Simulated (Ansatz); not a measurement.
# Rb2GaIrC6N6: the cost of one run

Computed with Ansatz 0.2.0 (DFT PBE, scalar-relativistic, plane waves, PAW, unless a step's input says otherwise).

**1. The system as given**

The structure is cubic, space group Fm-3m (No. 225). Conventional cell: a = 10.147 Å, b = 10.147 Å, c = 10.147 Å, α = 90.00°, β = 90.00°, γ = 90.00°. Rb (site symmetry -43m) is surrounded by 12 N at 3.63 Å and 12 C at 3.64 Å. Ga (site symmetry m-3m) has 6 C at 1.90 Å in its first shell of neighbours. Around Ir (site symmetry m-3m) lie 6 N at 2.01 Å. Around C (site symmetry 4mm) lie 1 N at 1.17 Å and 1 Ga at 1.90 Å. Around N (site symmetry 4mm) lie 1 C at 1.17 Å and 1 Ir at 2.01 Å.

Coordinates:

```
CELL_PARAMETERS angstrom
0.00000 5.07350 5.07350
5.07350 0.00000 5.07350
5.07350 5.07350 0.00000
ATOMIC_POSITIONS crystal
Rb 0.25000 0.25000 0.25000
Rb 0.75000 0.75000 0.75000
Ga 0.00000 0.00000 0.00000
Ir 0.50000 0.50000 0.50000
C 0.81315 0.18685 0.18685
C 0.18685 0.81315 0.18685
C 0.18685 0.18685 0.81315
C 0.18685 0.81315 0.81315
C 0.81315 0.18685 0.81315
C 0.81315 0.81315 0.18685
N 0.69784 0.30216 0.30216
N 0.30216 0.69784 0.30216
N 0.30216 0.30216 0.69784
N 0.30216 0.69784 0.69784
N 0.69784 0.30216 0.69784
N 0.69784 0.69784 0.30216
```

A structure generator made this guess: cyanide-bridged rock-salt net of two metals, 2 guest cations a cell (Fm-3m, No. 225). The dimensions are guesses.

**2. The guess as it stands, on a coarse mesh**

Input file input.yaml:

```yaml
crystal:
  lattice:
    - [0.0, 5.0735, 5.0735]
    - [5.0735, 0.0, 5.0735]
    - [5.0735, 5.0735, 0.0]
  atoms:
    - { symbol: Rb, position: [0.25, 0.25, 0.25] }
    - { symbol: Rb, position: [0.75, 0.75, 0.75] }
    - { symbol: Ga, position: [0.0, 0.0, 0.0] }
    - { symbol: Ir, position: [0.5, 0.5, 0.5], spin: 1.0 }
    - { symbol: C, position: [0.81314674, 0.18685326, 0.18685326] }
    - { symbol: C, position: [0.18685326, 0.81314674, 0.18685326] }
    - { symbol: C, position: [0.18685326, 0.18685326, 0.81314674] }
    - { symbol: C, position: [0.18685326, 0.81314674, 0.81314674] }
    - { symbol: C, position: [0.81314674, 0.18685326, 0.81314674] }
    - { symbol: C, position: [0.81314674, 0.81314674, 0.18685326] }
    - { symbol: "N", position: [0.69784173, 0.30215827, 0.30215827] }
    - { symbol: "N", position: [0.30215827, 0.69784173, 0.30215827] }
    - { symbol: "N", position: [0.30215827, 0.30215827, 0.69784173] }
    - { symbol: "N", position: [0.30215827, 0.69784173, 0.69784173] }
    - { symbol: "N", position: [0.69784173, 0.30215827, 0.69784173] }
    - { symbol: "N", position: [0.69784173, 0.69784173, 0.30215827] }
basis:
  ecutwfc: 420
kpoints:
  mp_grid: { grid: [4, 4, 4] }
hamiltonian:
  xc: pbe
scf:
  occupations: { method: gaussian, width: 0.1 }
  lower_state_search: "off"
output:
  forces: true
  stress: true
  eigenvalues: true
  populations: true
magnetization:
  spin_polarized: true
```

Started as:

```
ansatz run input.yaml --threads 1 --pin off --max-ram 2560MiB --backend cpu --events-out ev --progress --plain --runs-dir out
```

What time and memory should one allow on 1 thread of Arm Neoverse N1, shared host?

About 1.7 min, with a peak of 0.75 GiB.
